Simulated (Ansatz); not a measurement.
# As₂: basis-set convergence

An exercise on one series of results from a longer session: the logs are not shown, and one member is left open.

The runs use Ansatz 0.2.0, Gaussian basis; one geometry, several basis sets.

The runs, in order: PBE0-D4/def2-SVP; ωB97M-V/def2-SVP; PBE0-D4/def2-QZVPP; ωB97M-V/def2-QZVPP; the functionals' def2-TZVPP values are taken from earlier runs.

### The relaxed structure

All runs share one geometry, relaxed beforehand with PBE0-D4 in a triple-zeta def2 set.

2 atoms, charge 0, spin multiplicity 1.

Atoms are counted from 1 here; the program's logs count them from 0.

Bond lengths: As1–As2 2.089 Å.

The first run:

Contents of in.yaml:

```yaml
crystal:
  periodic: [false, false, false]
  atoms:
    - {symbol: As, position_ang: [-0.000000, 0.000000, 0.002497]}
    - {symbol: As, position_ang: [0.000000, -0.000000, 2.091473]}
basis:
  gaussian: {orbitals: def2-SVP}
hamiltonian: {xc: pbe0, dispersion: d4}
output: {orbitals: {seedname: orbitals}}
```

The run is started by

```sh
$ ansatz run in.yaml --threads 4 --pin off --events-out ev --progress --plain --max-ram 10444MiB
```

Among the steps run: PBE0-D4 in def2-SVP; ωB97M-V in def2-SVP; PBE0-D4 in def2-QZVPP; ωB97M-V in def2-QZVPP.

One table of the session follows, with a row left open; its other results are not shown here.

It belongs to the step «Functionals by basis». 

```
functional       basis  HOMO (eV)  LUMO (eV)
   PBE0-D4    def2-SVP          ?          ?
   PBE0-D4  def2-TZVPP      -7.46      -2.62
   PBE0-D4  def2-QZVPP      -7.51      -2.70
   ωB97M-V    def2-SVP      -9.33      -0.57
   ωB97M-V  def2-TZVPP      -9.35      -0.65
   ωB97M-V  def2-QZVPP      -9.42      -0.80
```

Estimate the missing values for PBE0-D4, def2-SVP.

As computed: HOMO (eV): -7.43; LUMO (eV): -2.56. In the column «HOMO (eV)» it is the highest.
